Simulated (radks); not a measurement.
# Ionisation energy and size from Hf to Au

The task here is to estimate one member of a computed series from the others.

Program: radks (a radial shooting solver on a logarithmic mesh, Libxc functionals) version 1. Level of theory: Dirac Kohn-Sham, PBE, spin-unpolarised, spherical densities, finite nucleus; open shells are shared between the two j in proportion to 2j + 1. These are calculated values, not measurements, unless marked.

## What is computed

```
species : Hf, Ta, W, Re, Os, Ir, Pt, Au
runs    : 16, each species and its next ion
```

The first run:

Settings of this run:

```text
Z 72
configuration [Xe] 4f14 5d2 6s2
relativity Dirac
functional pbe,pbe
spin unpolarised
j_filling average
nucleus finite rms 5.347 fm
c 137.035999084
```

Started as:

```console
$ python run_ks.py task.json out
```

The same process makes all the runs of this session.

Among the steps run: Hf, [Xe] 4f14 5d2 6s2; Hf⁺, [Xe] 4f14 5d1 6s2; Ta, [Xe] 4f14 5d3 6s2; Ta⁺, [Xe] 4f14 5d3 6s1; W, [Xe] 4f14 5d4 6s2; W⁺, [Xe] 4f14 5d4 6s1; Re, [Xe] 4f14 5d5 6s2; Re⁺, [Xe] 4f14 5d5 6s1; Os, [Xe] 4f14 5d6 6s2; Os⁺, [Xe] 4f14 5d6 6s1; Ir, [Xe] 4f14 5d7 6s2; Ir⁺, [Xe] 4f14 5d7 6s1; Pt, [Xe] 4f14 5d9 6s1; Pt⁺, [Xe] 4f14 5d9; Au, [Xe] 4f14 5d10 6s1; Au⁺, [Xe] 4f14 5d10.

One table of the session follows, with a row left open; its other results are not shown here.

```
species  Δ-SCF (eV)  −ε(HOMO) (eV)  its <r> (bohr)
     Hf       6.502          2.520            3.45
     Ta       8.469          3.369            3.30
      W       8.886          4.203            3.18
     Re       9.251          5.031            3.07
     Os       9.581          5.857            2.98
     Ir       9.884          6.336            2.90
     Pt       9.204          5.650            2.93
     Au           ?              ?               ?
```

Q: Estimate the row for Au from the others.

**Answer.** Δ-SCF (eV): 9.420; −ε(HOMO) (eV): 5.775; its <r> (bohr): 2.87. In the column «Δ-SCF (eV)» it lies between Re (9.251) and Os (9.581).

Limits of these values: For Hf, Ta, W, Re, Os, Pt the highest level isn't the widest one, so −ε(HOMO) and <r> belong to different orbitals, and Δ-SCF follows the ion's typed configuration. Spin polarisation and multiplet splitting are left out, so open shells lie too high by an amount that depends on their filling.
